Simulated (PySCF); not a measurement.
# C6H11F: the cost of one run

Programs: PySCF 2.14.0, with density-fitted response routines of our own. Each step states its level of theory. These are calculated values for one molecule, in the gas phase or a continuum, unless marked as measured. Atoms are numbered from 0 throughout.

### 1 Starting geometry

18 atoms, charge 0, multiplicity 1; geometry from: GFN2-xTB. The atoms were then displaced at random by about 0.01 Å, so the start is not that level's minimum.

Bonds of the start (Å): C0–C1 1.55, C1–C2 1.54, C2–C3 1.50, C3–C4 1.56, C4–C5 1.52, C5–F6 1.39, C5–C2 1.53, C0–H7 1.07, C0–H8 1.09, C0–H9 1.07, C1–H10 1.10, C1–H11 1.09, C2–H12 1.10, C3–H13 1.09, C3–H14 1.09, C4–H15 1.08, C4–H16 1.09, C5–H17 1.09.

### 2 Optimising the geometry at PBE0-D3(BJ)/def2-SVP

The job: settings as JSON, then the geometry in Å.

```
{"job": {"xc": "PBE0", "basis": "def2-SVP", "d3": "d3bj", "grid": 1, "shake": 0.01, "kind": "geom"}, "charge": 0, "multiplicity": 1}
C      2.327110    -0.474570     0.006660
C      1.075670     0.216290     0.610570
C     -0.034070     0.458580    -0.427680
C     -1.244920     1.144260     0.142390
C     -2.047030    -0.191820     0.021820
C     -0.878110    -0.770180    -0.761630
F     -0.406280    -1.982120    -0.283070
H      3.084810    -0.596380     0.756990
H      2.725210     0.175460    -0.768540
H      2.038680    -1.418280    -0.406470
H      1.357820     1.181130     1.052620
H      0.693330    -0.404380     1.421750
H      0.384400     0.959280    -1.307520
H     -1.188610     1.536410     1.161870
H     -1.677210     1.913030    -0.498240
H     -2.999760    -0.140580    -0.478440
H     -2.167940    -0.677720     0.985670
H     -1.070620    -0.916430    -1.821160
```

The run is started by

```
> OMP_NUM_THREADS=1 python probes_run.py task.json out
```

This one command runs all jobs of the session in turn.

**Question.** How long does this first job take on 1 thread of Intel Xeon Platinum 8488C, shared host, and how much memory does it need?

About 80 s, with a peak of 0.64 GiB.
